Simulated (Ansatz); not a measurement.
Crystal: Cu3O2.

```
Cu O
1.0
    -2.02298    2.02298    3.67362
     2.02298   -2.02298    3.67362
     2.02298    2.02298   -3.67362
Cu O
3 2
Direct
  0.00000 0.00000 0.00000
  0.75000 0.25000 0.50000
  0.25000 0.75000 0.50000
  0.50000 0.00000 0.50000
  0.00000 0.50000 0.50000
```

The cell comes from a database or a generator and needn't be the stable form of this composition.

Base run:

* Program: Ansatz 0.2.0
* Functional: PBE
* Potentials or basis: Ansatz PAW
* Cutoff: 420 eV (not typed: the program's choice for these potentials)
* k mesh: 9 × 9 × 9
* Occupations: fermi-dirac, width 0.05 eV
* Spin: no spin polarisation
* Hubbard terms: Cu d U = 2 eV

Its results: band gap on the k mesh none (metal or under the smearing width); pressure 1.8 GPa.

The run is repeated on the same cell with these changes: hubbard terms from Cu d U = 2 eV to Cu d U = 5 eV. What comes out?

Band gap on the k mesh none (metal or under the smearing width); pressure 3.8 GPa.

Caveats: an odd number of electrons without spin polarisation forces a metal; a magnetic or distorted state may lie lower; the run has no spin polarisation, though such a crystal can be magnetic; U without spin polarisation on a metal has little footing; the density of states is complete only up to the lowest level of the last band computed.
